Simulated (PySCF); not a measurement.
# ErH2O2 (Er(OH)2+): the cost of one run

Computed with PySCF 2.14.0. Level: several levels, as the steps say, no spin–orbit coupling.

1 further run of the same task is left out (for a known fault of the program).

**1. The starting structure**

5 atoms, charge 1, spin multiplicity 1.

Bond lengths: Er1–O2 1.933 Å, Er1–O4 1.933 Å, O2–H3 0.962 Å, O4–H5 0.962 Å. Angles: O2–Er1–O4 114.3°, Er1–O2–H3 166.4°, Er1–O4–H5 166.4°.

As a file:

```xyz
5
charge 1, multiplicity 1
Er    0.0000    0.0000   -0.5461
O     1.6241   -0.0346    0.5022
H     2.2867   -0.0494    1.1998
O    -1.6241    0.0346    0.5022
H    -2.2867    0.0494    1.1998
```

Formal oxidation states: Er +3. Each metal's 11 4f electrons lie in its core potential, so multiplicities, spins and levels count the valence alone. An earlier session relaxed this geometry at PBE0, Er lcecp-1-SVP with ECP57, O def2-SVP, H def2-SVP (singlet, point group C2v).

At PBE0 on the finer grid: E = -189.496045 Eh, HOMO -13.72 eV, LUMO -7.22 eV, Mulliken charge on Er1 +1.38 e, largest force component 0.007 eV/Å. 

Levels to run: revPBE; PBE; PBE0, TZVP. Hardware: 2 threads of Arm Neoverse V2, shared host.

**2. revPBE**

Input file run.py (the lines that set the calculation):

```python
mol = gto.M(atom='''
Er     0.00000     0.00000    -0.54606
O      1.62407    -0.03462     0.50222
H      2.28669    -0.04941     1.19975
O     -1.62407     0.03462     0.50222
H     -2.28669     0.04941     1.19975''',
    basis={'Er': 'lcecp-1-SVP', 'O': 'def2-SVP', 'H': 'def2-SVP'},
    ecp={'Er': 'lcecp-1-SVP'},
    charge=1, spin=0)
mf = dft.RKS(mol, xc='PBE_R,PBE')
mf.grids.atom_grid = (75, 302)  # f atoms: unpruned, at least (60, 302)
mf = mf.density_fit()  # fitting sets: Er AutoAux, O def2-universal-JKFIT, H def2-universal-JKFIT
mf.conv_tol = 1e-08; mf.max_cycle = 55
mf.kernel(dm0)  # dm0: the density of the relaxed state
```

Started as:

```bash
$ OMP_NUM_THREADS=2 python run.py
```

**Question.** How long does this run take on 2 threads of Arm Neoverse V2, shared host?

About 2.4 s.
